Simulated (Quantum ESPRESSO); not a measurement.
Wanted: the native input for a Quantum ESPRESSO 7.5 run.

```yaml
Task: single point
Functional: PBEsol
Potentials_or_basis: GBRV 1.5 PBEsol
Cutoff: 762 eV
Density_cutoff: 6095 eV
k_mesh: 11 × 11 × 11
Occupations: fermi-dirac, width 0.05 eV
Spin: no spin polarisation
Mixing_beta: 0.5
Most_SCF_iterations: 120
SCF_threshold: 8e-10 Ry
```

Crystal: TaAs.

```xyz
4
Lattice="-1.7218 1.7218 5.8679 1.7218 -1.7218 5.8679 1.7218 1.7218 -5.8679" Properties=species:S:1:pos:R:3 pbc="T T T"
Ta    0.0000    0.0000    5.8676
Ta    1.7218    0.0000    2.9336
As    0.0000    0.0000    0.9698
As    0.0000    1.7218    3.9037
```

The cell is a database's computed one.

These files were run (other wordings do the same):

pw.in

```
&CONTROL
  calculation = 'scf'
  prefix = 'pwscf'
  outdir = './tmp'
  pseudo_dir = './pseudo'
  tprnfor = .true.
  tstress = .true.
  disk_io = 'low'
/
&SYSTEM
  ibrav = 0
  celldm(1) = 8
  nat = 4
  ntyp = 2
  ecutwfc = 56
  ecutrho = 448
  nbnd = 26
  occupations = 'smearing'
  smearing = 'fd'
  degauss = 0.00367493
/
&ELECTRONS
  conv_thr = 8d-10
  electron_maxstep = 120
  mixing_beta = 0.5
/
ATOMIC_SPECIES
Ta   180.9479 ta_pbesol_v1.uspp.F.UPF
As    74.9216 as_pbesol_v1.uspp.F.UPF
CELL_PARAMETERS alat
 -0.4067194615349   0.4067194615349   1.3861003023181
  0.4067194615349  -0.4067194615349   1.3861003023181
  0.4067194615349   0.4067194615349  -1.3861003023181
ATOMIC_POSITIONS crystal
Ta     0.4999673000    0.4999673000    0.0000000000
Ta     0.2499673000    0.7499673000    0.5000000000
As     0.0826321200    0.0826321200    0.0000000000
As     0.8326321200    0.3326321200    0.5000000000
K_POINTS automatic
11 11 11 0 0 0
```

pp_density.in

```
&INPUTPP
  prefix = 'pwscf'
  outdir = './tmp'
  filplot = 'density.dat'
  plot_num = 0
/
&PLOT
  nfile = 1
  filepp(1) = 'density.dat'
  iflag = 3
  output_format = 6
  fileout = 'density.cube'
/
```

pp_potential.in

```
&INPUTPP
  prefix = 'pwscf'
  outdir = './tmp'
  filplot = 'potential.dat'
  plot_num = 11
/
&PLOT
  nfile = 1
  filepp(1) = 'potential.dat'
  iflag = 3
  output_format = 6
  fileout = 'potential.cube'
/
```

Potentials or basis: GBRV 1.5 PBEsol.

Launch:

```sh
$ OMP_NUM_THREADS=1 mpirun -n 2 pw.x -nk 2 -in pw.in > pw.out
$ OMP_NUM_THREADS=1 mpirun -n 1 pp.x -in pp_density.in > pp_density.out
$ OMP_NUM_THREADS=1 mpirun -n 1 pp.x -in pp_potential.in > pp_potential.out
```

It gave:

- Pressure: -3.2 GPa
- Largest force: 0.021 eV/Å
- Band gap on the k mesh: none (metal or under the smearing width)

Wall time 3.4 min on 2 MPI ranks on Intel(R) Xeon(R) Platinum 8488C (Sapphire Rapids) (shared host), peak memory 0.84 GiB a rank.
